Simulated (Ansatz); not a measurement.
# GaAs (GaAs (110), 4 layers): how the settings move a single-point run

Question: which choices in the input matter for GaAs (GaAs (110), 4 layers)?

Program: Ansatz 0.2.0. Level of theory: reference: DFT, PBE, PAW with Ansatz's default frozen-core files, scalar-relativistic. These are calculated values, not measurements.

## (1) The system as given

Symmetry: Pmn2_1, No. 31, orthorhombic system. Conventional cell: a = 4.062 Å, b = 22.093 Å, c = 5.745 Å, α = 90.00°, β = 90.00°, γ = 90.00°. Around Ga (site symmetry m) lie 3 As at 2.49 Å. As (site symmetry m) has 3 Ga at 2.49 Å as nearest neighbours. Ga (site symmetry m) has 4 As at 2.49 Å as nearest neighbours. As (site symmetry m) has 4 Ga at 2.49 Å as nearest neighbours.

Structure file:

```
CELL_PARAMETERS angstrom
4.06206 0.00000 0.00000
0.00000 5.74461 0.00000
0.00000 0.00000 22.09310
ATOMIC_POSITIONS crystal
Ga 0.00000 0.87500 0.36210
As 0.50000 0.62500 0.36210
Ga 0.50000 0.37500 0.45403
As 0.00000 0.12500 0.45403
Ga 0.00000 0.87500 0.54597
As 0.50000 0.62500 0.54597
Ga 0.50000 0.37500 0.63790
As 0.00000 0.12500 0.63790
```

## (2) Reference

Input file input.yaml:

```yaml
crystal:
  lattice:
    - [4.0620561041, 0.0, 0.0]
    - [0.0, 5.7446148336, 0.0]
    - [0.0, 0.0, 22.0931]
  atoms:
    - { symbol: Ga, position: [0.0, 0.875, 0.3621043639] }
    - { symbol: As, position: [0.5, 0.625, 0.3621043639] }
    - { symbol: Ga, position: [0.5, 0.375, 0.4540347876] }
    - { symbol: As, position: [0.0, 0.125, 0.4540347876] }
    - { symbol: Ga, position: [0.0, 0.875, 0.5459652119] }
    - { symbol: As, position: [0.5, 0.625, 0.5459652119] }
    - { symbol: Ga, position: [0.5, 0.375, 0.6378956361] }
    - { symbol: As, position: [0.0, 0.125, 0.6378956361] }
kpoints:
  mp_grid: { grid: [8, 5, 1] }
scf:
  occupations: { method: fermi_dirac, width: 0.02 }
hamiltonian:
  xc: pbe
  pseudopotentials: { kind: paw }
output:
  forces: true
  stress: true
  eigenvalues: true
  populations: true
efield:
  axis: 3
  amplitude: 0
  dipole_correction: true
```

Started as:

```sh
ansatz run input.yaml --threads 3 --pin off --max-ram 8192MiB --backend cpu --events-out ev --progress --plain --runs-dir out
```

## (3) Changing settings: n_extra_bands 16

Changes to input.yaml since step 2:

```diff
@@ -18,2 +18,3 @@
   occupations: { method: fermi_dirac, width: 0.02 }
+  n_extra_bands: 16
 hamiltonian:
```

Q: Predict the outcome of this session. Wanted: for each run, ending; energy change; gap; force.

**Answer**, as computed:

```
                run     ending  energy change  gap (eV)  force (eV/Å)  cycles  time
          reference  converged              0      0.57          1.40       9  20 s
1: n_extra_bands 16  converged   0.0 meV/atom      0.57          1.40       9  21 s
```

Residual by cycle in the longest SCF loop of each run; runs are numbered as in the table. The quantity is the density residual dr2, in eV.

```
cycle  reference    run 1
    1     0.0279    0.028
    2    0.00544   0.0058
    3    0.00183  0.00201
    4    0.00124   8.8e-4
    5    0.00373  0.00312
    6     2.2e-4   3.2e-4
    7     7.8e-6   1.8e-5
    8     2.7e-7   4.0e-7
    9     3.1e-8   2.4e-8
```

**Reading.** Energy and cycle count are those of the reference, so the change (band count) left the result and the number of cycles as they were.
